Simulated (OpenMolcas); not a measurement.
# CHFGaN (SMILES N#[C][GaH][F]) at 6 levels

Wanted: a comparison of 6 runs (BHLYP/cc-pVDZ, PBE/cc-pVDZ, TPSS/cc-pVDZ, r2SCAN/cc-pVDZ, MP2/cc-pVDZ, CCSD(T)/cc-pVDZ) of CHFGaN. 

The calculation is run with OpenMolcas 26.06.

1 further run of the same task is left out (set aside as unsound or not needed).

### Step 1. Starting point

The species is CHFGaN (5 atoms), meant as a singlet with charge 0. As SMILES, `N#[C][GaH][F]`. The coordinates come from a PBE0-D4/def2-TZVP relaxation.

Bond lengths: N1–C2 1.152 Å, C2–Ga3 1.931 Å, Ga3–F4 1.741 Å, Ga3–H5 1.539 Å. Angles: N1–C2–Ga3 177.5°, C2–Ga3–F4 112.3°, C2–Ga3–H5 127.5°, F4–Ga3–H5 120.2°.

### Step 2. Energy and forces at BHLYP/cc-pVDZ (run 1)

The input, run.input:

```
* CHFGaN Kohn-Sham DFT

&GATEWAY
 BASLIB
 $CurrDir
 BASISSET
 N.cc-pVDZ....
 N1 1.214000 -1.657200 1.266000 angstrom
 End of Basis
 BASISSET
 C.cc-pVDZ....
 C2 0.641000 -0.864700 0.656300 angstrom
 End of Basis
 BASISSET
 Ga.cc-pVDZ....
 Ga3 -0.259700 0.519000 -0.345500 angstrom
 End of Basis
 BASISSET
 F.cc-pVDZ....
 F4 -1.724700 -0.053500 -1.092600 angstrom
 End of Basis
 BASISSET
 H.cc-pVDZ....
 H5 0.179200 1.982700 -0.525600 angstrom
 End of Basis

&SEWARD
 GRIDINPUT
 Grid=UltraFine
 End of Grid

&SCF
 KSDFT
 HYB_GGA_XC_BHANDHLYP
 THRESHOLDS
 1e-10 1e-07 1e-07 1e-05
 PRORBITALS
 1 1

&ALASKA
```

The basis set cc-pVDZ is read from a file made from the Basis Set Exchange's data (not shown).

The run is started by

```sh
$ export MOLCAS_MEM=1860
$ pymolcas run.input > run.log
```

The log of the run:

```text
--- Start Module: gateway ---
[...]
--- Stop Module: gateway /rc=_RC_ALL_IS_WELL_ ---
[...]
      Basis functions           74
[...]
--- Start Module: scf ---
[...]
       Convergence after  14 Iterations
[...]
::    Total KS-DFT energy                           -2118.0366112185
[...]
      Total spin, S                                     0.0000000000
[...]
      Total electronic charge=   54.000000
      Total            charge=   -0.000000
[...]
      Dipole Moment (debye):
      Origin of the operator (angstrom)=   -0.2244    0.0276   -0.1696
                   X=  3.1342E-01               Y=  3.1511E+00               Z= -7.8645E-01           Total=  3.2629E+00
      Quadrupole Moment (debye*angstrom):
[...]
--- Stop Module: scf /rc=_RC_ALL_IS_WELL_ ---
[...]
--- Start Module: alaska ---
[...]
 *              Molecular gradients               *
 **************************************************
  Irreducible representation: a
 ------------------------------------------------------------------------------------------
                              X                       Y                       Z
 ------------------------------------------------------------------------------------------
  N1                1.55814612015881E-03   -1.95045404768379E-03    1.59160972855332E-03
  C2               -2.52371784805350E-03    2.71361301900930E-03   -2.43950781673363E-03
  GA3              -2.65930901797340E-03   -2.90063723490519E-03   -7.74141278167773E-04
  F4                3.49300813838127E-03    1.16254139770966E-03    1.84405707616087E-03
  H5                1.31872607413985E-04    9.74936865697273E-04   -2.22017709819555E-04
 ------------------------------------------------------------------------------------------
--- Stop Module: alaska /rc=_RC_ALL_IS_WELL_ ---
[...]
```

Run time: 32 s. Hardware: 1 thread of Arm Neoverse N1, shared host; peak memory 0.43 GiB.

### Step 3. Energy and forces at PBE/cc-pVDZ (run 2)

The input, mol.xyz:

```xyz
5

N      1.214000    -1.657200     1.266000
C      0.641000    -0.864700     0.656300
Ga    -0.259700     0.519000    -0.345500
F     -1.724700    -0.053500    -1.092600
H      0.179200     1.982700    -0.525600
```

The input, mol.input:

```
&gateway
  baslib=$CurrDir
  coord=mol.xyz
  basis=cc-pVDZ
  group=NoSym

&seward
  gridinput
  Grid=UltraFine
  End of Grid

&scf
  ksdft=PBE
  thresholds=1e-10 1e-07 1e-07 1e-05
  prorbitals=1 1

&alaska
```

The basis set cc-pVDZ is read from a file made from the Basis Set Exchange's data (not shown).

The run is started by

```sh
$ export MOLCAS_MEM=1860
$ pymolcas mol.input > mol.log
```

The log of the run:

```text
--- Start Module: gateway ---
[...]
--- Stop Module: gateway /rc=_RC_ALL_IS_WELL_ ---
[...]
      Basis functions           74
[...]
--- Start Module: scf ---
[...]
       Convergence after  17 Iterations
[...]
::    Total KS-DFT energy                           -2117.6496156797
[...]
      Total spin, S                                     0.0000000000
[...]
      Total electronic charge=   54.000000
      Total            charge=   -0.000000
[...]
      Dipole Moment (debye):
      Origin of the operator (angstrom)=   -0.2244    0.0276   -0.1696
                   X=  9.5662E-02               Y=  2.8200E+00               Z= -8.2064E-01           Total=  2.9385E+00
      Quadrupole Moment (debye*angstrom):
[...]
--- Stop Module: scf /rc=_RC_ALL_IS_WELL_ ---
[...]
--- Start Module: alaska ---
[...]
 *              Molecular gradients               *
 **************************************************
  Irreducible representation: a
 ------------------------------------------------------------------------------------------
                              X                       Y                       Z
 ------------------------------------------------------------------------------------------
  N1               -2.91327623914661E-02    4.05718586349515E-02   -3.10880616257077E-02
  C2                2.66337187391943E-02   -3.71699027859256E-02    2.84460667081861E-02
  GA3              -1.27846919746464E-02   -4.95959150204328E-03   -6.53136755148132E-03
  F4                1.64749942697604E-02    6.10610044960325E-03    8.50506504709614E-03
  H5               -1.19125864285019E-03   -4.54846479663207E-03    6.68297421958175E-04
 ------------------------------------------------------------------------------------------
--- Stop Module: alaska /rc=_RC_ALL_IS_WELL_ ---
[...]
```

It took 36 s on 1 thread of Arm Neoverse N1, shared host; peak memory 0.43 GiB.

### Step 4. Energy and gradient at TPSS/cc-pVDZ (run 3)

The input, job.input:

```
&GATEWAY
 BasLib
 $CurrDir
 BasisSet
 N.cc-pVDZ....
 N1 1.214000 -1.657200 1.266000 angstrom
 End of Basis
 BasisSet
 C.cc-pVDZ....
 C2 0.641000 -0.864700 0.656300 angstrom
 End of Basis
 BasisSet
 Ga.cc-pVDZ....
 Ga3 -0.259700 0.519000 -0.345500 angstrom
 End of Basis
 BasisSet
 F.cc-pVDZ....
 F4 -1.724700 -0.053500 -1.092600 angstrom
 End of Basis
 BasisSet
 H.cc-pVDZ....
 H5 0.179200 1.982700 -0.525600 angstrom
 End of Basis

&SEWARD
 GridInput
 Grid=UltraFine
 End of Grid

&SCF
 KSDFT
 2
 1.0 MGGA_X_TPSS
 1.0 MGGA_C_TPSS
 Thresholds
 1e-10 1e-07 1e-07 1e-05
 PrOrbitals
 1

&ALASKA
```

The basis set cc-pVDZ is read from a file made from the Basis Set Exchange's data (not shown).

The run is started by

```sh
$ export MOLCAS_MEM=1860
$ pymolcas job.input > job.log
```

The log of the run:

```text
--- Start Module: gateway ---
[...]
--- Stop Module: gateway /rc=_RC_ALL_IS_WELL_ ---
[...]
      Basis functions           74
[...]
--- Start Module: scf ---
[...]
       Convergence after  18 Iterations
[...]
::    Total KS-DFT energy                           -2118.1673163784
[...]
      Total spin, S                                     0.0000000000
[...]
      Total electronic charge=   54.000000
      Total            charge=   -0.000000
[...]
      Dipole Moment (debye):
      Origin of the operator (angstrom)=   -0.2244    0.0276   -0.1696
                   X=  8.4001E-02               Y=  2.8238E+00               Z= -8.2918E-01           Total=  2.9442E+00
      Quadrupole Moment (debye*angstrom):
[...]
--- Stop Module: scf /rc=_RC_ALL_IS_WELL_ ---
[...]
--- Start Module: alaska ---
[...]
 *              Molecular gradients               *
 **************************************************
  Irreducible representation: a
 ------------------------------------------------------------------------------------------
                              X                       Y                       Z
 ------------------------------------------------------------------------------------------
  N1               -2.60673525418156E-02    3.64733848069179E-02   -2.78704538354866E-02
  C2                2.35526556840573E-02   -3.34691605358299E-02    2.53428989633171E-02
  GA3              -1.08517089620772E-02   -5.74502112848663E-03   -5.06399777700239E-03
  F4                1.41115086956987E-02    5.16809967209575E-03    7.30427318894478E-03
  H5               -7.45102875861825E-04   -2.42730281477144E-03    2.87279460225220E-04
 ------------------------------------------------------------------------------------------
--- Stop Module: alaska /rc=_RC_ALL_IS_WELL_ ---
[...]
```

Run time: 54 s. Hardware: 1 thread of Arm Neoverse N1, shared host; peak memory 0.43 GiB.

Runs 4 to 5 aren't shown in full; the table further down has their settings and results.

### Step 5. The energy at CCSD(T)/cc-pVDZ (run 6)

The input, struct.xyz:

```xyz
5

N      1.214000    -1.657200     1.266000
C      0.641000    -0.864700     0.656300
Ga    -0.259700     0.519000    -0.345500
F     -1.724700    -0.053500    -1.092600
H      0.179200     1.982700    -0.525600
```

The input, run.inp:

```
&GATEWAY
  BasLib = $CurrDir
  Coord = struct.xyz
  Basis = cc-pVDZ
  Group = NoSym

&SEWARD

&SCF
  Thresholds = 1e-10 1e-07 1e-07 1e-05
  PrOrbitals = 1 2

&RASSCF
  FileOrb = $Project.ScfOrb
  Spin = 1
  Nactel = 0 0 0
  Inactive = 27
  Ras2 = 0
  OutOrbitals = Canonical
  OrbListing = NoCore

&MOTRA
  JobIph
  Frozen = 12

&CCSDT
  CCT
  Triples = 2
  Iterations = 80
  Accuracy = 1e-08
  Extrapolation = 5 4
```

The basis set cc-pVDZ is read from a file made from the Basis Set Exchange's data (not shown).

The run is started by

```sh
$ export MOLCAS_MEM=1860
$ pymolcas run.inp > run.log
```

The log of the run:

```text
--- Start Module: gateway ---
[...]
--- Stop Module: gateway /rc=_RC_ALL_IS_WELL_ ---
[...]
      Basis functions           74
[...]
       Convergence after  15 Iterations
[...]
::    Total SCF energy                              -2115.6028225489
[...]
      Total spin, S                                     0.0000000000
[...]
      Number of active orbitals                  0
[...]
      Spin quantum number                      0.0
[...]
      Active orbitals                            0
[...]
      Number of CSFs                             1
[...]
      Number of root(s) required                 1
[...]
      Convergence after  4 iterations
[...]
      Natural orbitals and occupation numbers for root  1
      ************************************************************************************************************************
      *                                                    Final results                                                     *
      ************************************************************************************************************************
[...]
::    RASSCF root number  1 Total energy:  -2115.60282255
[...]
      Total electronic charge=   54.000000
      Total            charge=   -0.000000
[...]
      Dipole Moment (debye):
      Origin of the operator (angstrom)=   -0.2244    0.0276   -0.1696
                   X=  4.1995E-01               Y=  3.3046E+00               Z= -7.6704E-01           Total=  3.4183E+00
      Quadrupole Moment (debye*angstrom):
[...]
--- Start Module: motra ---
[...]
      *** WARNING: Default frozen orbitals is overwritten by user input.
      *** Default values:  17
[...]
--- Stop Module: motra /rc=_RC_ALL_IS_WELL_ ---
--- Start Module: ccsdt ---
[...]
      Convergence after                    17  Iterations
      Total energy (diff) :   -2116.16010455       0.00000000
[...]
 METHOD                       : CCSD+T(CCSD)+<T3(1)WT1> = CCSD(T)
[...]
       CCSD     =     -2116.1601045465609
[...]
--- Stop Module: ccsdt /rc=_RC_ALL_IS_WELL_ ---
[...]
```

Wall time 67 s (1 thread of Arm Neoverse N1, shared host); peak memory 0.43 GiB.

### Step 6. The series

```csv
run,level,task,integration grid,energy (Eh),dipole moment (D) of the reference,HOMO energy (eV),LUMO energy (eV),wall time
1,BHLYP/cc-pVDZ,gradient,UltraFine,-2118.036611,3.26,-11.22,-1.68,32 s
2,PBE/cc-pVDZ,gradient,UltraFine,-2117.649616,2.94,-8.24,-3.20,36 s
3,TPSS/cc-pVDZ,gradient,UltraFine,-2118.167316,2.94,-8.42,-3.06,54 s
4,r2SCAN/cc-pVDZ,gradient,UltraFine,-2118.044125,3.10,-8.73,-3.04,47 s
5,MP2/cc-pVDZ,energy,–,-2116.146048,3.42,-13.19,0.44,6.9 s
6,CCSD(T)/cc-pVDZ,energy,–,-2116.178603,3.42,-13.19,0.44,67 s
```

### Step 7. Summary of results

```
                                           quantity           value
                                run 6: total energy  -2116.17860 Eh
          run 6: dipole moment (mean-field density)          3.42 D
         run 6: HOMO energy (Hartree–Fock orbitals)       -13.19 eV
         run 6: LUMO energy (Hartree–Fock orbitals)         0.44 eV
       run 6: HOMO–LUMO gap (Hartree–Fock orbitals)        13.63 eV
run 6: correlation energy (12 core orbitals frozen)      -575.8 mEh
                              run 6: (T) correction      -18.50 mEh
```

In words: Over runs 1, 2, 3, 4 the dipole moment (its size) runs from 2.94 D (PBE/cc-pVDZ) to 3.26 D (BHLYP/cc-pVDZ). Over runs 1, 2, 3, 4 the HOMO–LUMO gap runs from 5.04 eV (PBE/cc-pVDZ) to 9.55 eV (BHLYP/cc-pVDZ). Totals of different functionals can't be ranked against each other. All runs together took 4.1 min, the longest 67 s.
